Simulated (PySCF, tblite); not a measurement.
# C6H12GeO: geometry, infrared bands and NMR shifts

What infrared bands and NMR shifts should C6H12GeO (`CC#[C][GeH2][C@H](C)OC`) show?

The runs use tblite 0.8.0 and PySCF 2.14.0, with density-fitted response routines of our own; the level of theory stands in each step. All values are computed, except where a source is named. Atoms are numbered from 0 throughout.

**1. Starting geometry**

20 atoms, charge 0, multiplicity 1; geometry from: force field or distance geometry start.

Bonds of the start (Å): C0–C1 1.49, C1–C2 1.19, C2–Ge3 1.93, Ge3–C4 1.95, C4–C5 1.51, C4–O6 1.39, O6–C7 1.40, C0–H8 1.10, C0–H9 1.13, C0–H10 1.10, Ge3–H11 1.57, Ge3–H12 1.52, C4–H13 1.10, C5–H14 1.13, C5–H15 1.10, C5–H16 1.12, C7–H17 1.14, C7–H18 1.12, C7–H19 1.09.

**2. Optimising the geometry with GFN2-xTB**

The job: settings as JSON, then the geometry in Å.

```
{"job": {"kind": "relax", "xc": "GFN2-xTB", "basis": "xTB"}, "charge": 0, "multiplicity": 1}
C      4.135300     0.014200     0.908400
C      2.851400    -0.225800     0.198800
C      1.833300    -0.448900    -0.376500
Ge     0.195500    -0.792900    -1.328600
C     -1.226500    -0.180900    -0.137500
C     -0.906100    -0.468200     1.312100
O     -2.444400    -0.754400    -0.480000
C     -3.315200     0.263400    -0.870100
H      4.519600     0.956400     0.497000
H      3.835100     0.107100     1.996000
H      4.840600    -0.814800     0.750900
H      0.066100    -2.333500    -1.591500
H      0.127400    -0.050200    -2.656700
H     -1.319000     0.907400    -0.301000
H     -1.220200     0.448800     1.888000
H     -1.482700    -1.332700     1.659500
H      0.200900    -0.630300     1.376800
H     -4.288700    -0.261500    -1.130500
H     -3.463100     0.922400     0.024000
H     -2.944600     0.800700    -1.742100
```

The run is started by

```console
$ OMP_NUM_THREADS=1 python probes_run.py task.json out
```

One launch serves the whole session: the jobs run in the order shown.

**Question.** This job is followed by: GFN2-xTB harmonic vibrations, gas phase; GIAO PBE0/pcSseg-1 NMR shielding, non-relativistic, gas phase. Predict these results of the whole session: strongest single infrared mode (GFN2-xTB); zero-point energy (GFN2-xTB); 13C shifts against TMS (PBE0/pcSseg-1); 1H shifts against TMS (PBE0/pcSseg-1, means over atoms taken as alike); 73Ge shifts against GeMe4 (PBE0/pcSseg-1); 17O shifts against H2O (PBE0/pcSseg-1).

**Answer**, as computed:

| quantity | value |
| --- | --- |
| strongest single infrared mode (GFN2-xTB) | 2037 cm⁻¹, 473 km/mol |
| zero-point energy (GFN2-xTB) | 97.9 kcal/mol |
| 13C shifts against TMS (PBE0/pcSseg-1) | 112.8, 82.1, 76.1, 59.3, 17.5, 5.9 ppm |
| 1H shifts against TMS (PBE0/pcSseg-1, means over atoms taken as alike) | 4.14, 3.93, 3.62, 3.47, 2.02, 1.55 ppm |
| 73Ge shifts against GeMe4 (PBE0/pcSseg-1) | -194 ppm |
| 17O shifts against H2O (PBE0/pcSseg-1) | 29.5 ppm |

In words: Relaxing lowered the energy by 0.702 eV in 106 steps; the close pair that moved most is Ge3–H11, from 1.568 to 1.498 Å. All 54 modes are real, so the xTB geometry is a minimum. The strongest single mode, at 2037 cm⁻¹, moves mainly H11 and H12. GFN2-xTB is a fitted tight-binding method: band positions and strengths are rough. Its intensities can rank the bands wrongly. At PBE0/pcSseg-1: Shielding is most anisotropic at C1 (span 293 ppm, paramagnetic term -200 ppm). Spin-orbit coupling is left out, which matters for shieldings and couplings at and beside the heavy atoms.
